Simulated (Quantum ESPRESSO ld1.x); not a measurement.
# Ionising potassium step by step, K⁸⁺ to K¹⁵⁺

Wanted: the ionisation ladder of potassium and its errors against NIST. Each value is a difference of total energies (Δ-SCF).

Method: scalar-relativistic Kohn-Sham, LDA (Slater exchange, Perdew-Zunger correlation), spin-polarised, spherical densities, point nucleus; open shells are filled with parallel spins first. Code: Quantum ESPRESSO ld1.x 7.5.

### 1 What is computed

```
element             : potassium (Z = 19)
charges             : 8 to 15
first configuration : [Ne] 3s1
last configuration  : [He] 2s2
```

The outer shells:

K⁸⁺
```
[Ne] core
3s [↑ ]
```

K¹⁵⁺
```
[He] core
2s [↑↓]
```

### 2 K⁸⁺, [Ne] 3s1

File ld1.in:

```fortran
 &input
    zed=19.0,
    iswitch=1,
    rel=1,
    lsd=1,
    dft='PZ',
    config='[Ne] 3s1',
    verbosity='high',
    prefix='ld1',
    max_out_wfc=37,
    file_charge='ld1.rho',
 /
```

Launch:

```
> OMP_NUM_THREADS=1 ld1.x < ld1.in > ld1.out
```

### 3 K⁹⁺, [Ne]

Edit ld1.in of step 2 so:

```diff
@@ -6,3 +6,3 @@
     dft='PZ',
-    config='[Ne] 3s1',
+    config='[Ne]',
     verbosity='high',
```

### 4 K¹⁰⁺, [He] 2s2 2p5

Edit ld1.in of step 3 so:

```diff
@@ -6,3 +6,3 @@
     dft='PZ',
-    config='[Ne]',
+    config='[He] 2s2 2p5',
     verbosity='high',
```

### 5 K¹¹⁺, [He] 2s2 2p4

Edit ld1.in of step 4 so:

```diff
@@ -6,3 +6,3 @@
     dft='PZ',
-    config='[He] 2s2 2p5',
+    config='[He] 2s2 2p4',
     verbosity='high',
```

### 6 K¹²⁺, [He] 2s2 2p3

Edit ld1.in of step 5 so:

```diff
@@ -6,3 +6,3 @@
     dft='PZ',
-    config='[He] 2s2 2p4',
+    config='[He] 2s2 2p3',
     verbosity='high',
```

### 7 K¹³⁺, [He] 2s2 2p2

Edit ld1.in of step 6 so:

```diff
@@ -6,3 +6,3 @@
     dft='PZ',
-    config='[He] 2s2 2p3',
+    config='[He] 2s2 2p2',
     verbosity='high',
```

### 8 K¹⁴⁺, [He] 2s2 2p1

Edit ld1.in of step 7 so:

```diff
@@ -6,3 +6,3 @@
     dft='PZ',
-    config='[He] 2s2 2p2',
+    config='[He] 2s2 2p1 3s0 3p0',
     verbosity='high',
```

### 9 K¹⁵⁺, [He] 2s2

Edit ld1.in of step 8 so:

```diff
@@ -6,3 +6,3 @@
     dft='PZ',
-    config='[He] 2s2 2p1 3s0 3p0',
+    config='[He] 2s2',
     verbosity='high',
```

What does the calculation give? Wanted: for each run, species; configuration; Δ-SCF; −ε(HOMO); NIST; error.

**Answer**, as computed:

| species | configuration | Δ-SCF (eV) | −ε(HOMO) (eV) | NIST (eV) | error (%) |
| --- | --- | --- | --- | --- | --- |
| K⁸⁺ | [Ne] 3s1 | 176.62 | 167.59 | 175.82 (semi-emp.) | +0.5 |
| K⁹⁺ | [Ne] | 504.31 | 473.99 | 503.7 (semi-emp.) | +0.1 |
| K¹⁰⁺ | [He] 2s2 2p5 | 566.16 | 535.04 | 566 (semi-emp.) | +0.1 |
| K¹¹⁺ | [He] 2s2 2p4 | 628.87 | 597.56 | 631 (semi-emp.) | -0.4 |
| K¹²⁺ | [He] 2s2 2p3 | 716.78 | 681.97 | 714.7 (semi-emp.) | +0.3 |
| K¹³⁺ | [He] 2s2 2p2 | 787.46 | 751.97 | 786.3 (semi-emp.) | +0.1 |
| K¹⁴⁺ | [He] 2s2 2p1 | 858.68 | 823.18 | 860.9 (semi-emp.) | -0.3 |

In words: Reference values: NIST Atomic Spectra Database (exp. measured, semi-emp. semi-empirical, theory a theoretical value adopted there). Per unit of the charge left behind, the cost jumps most at K⁹⁺ ([Ne]): from 176.62 to 504.31 eV. There the highest level belongs to another shell. Against the measured or semi-empirical entries the Δ-SCF values err by +0.1 % on average (signed), at worst +0.5 % (K⁸⁺). Minus the highest eigenvalue gives 94 to 96 % of the Δ-SCF value along the ladder. Open shells are spherical and high-spin; term and fine-structure splittings are not resolved.
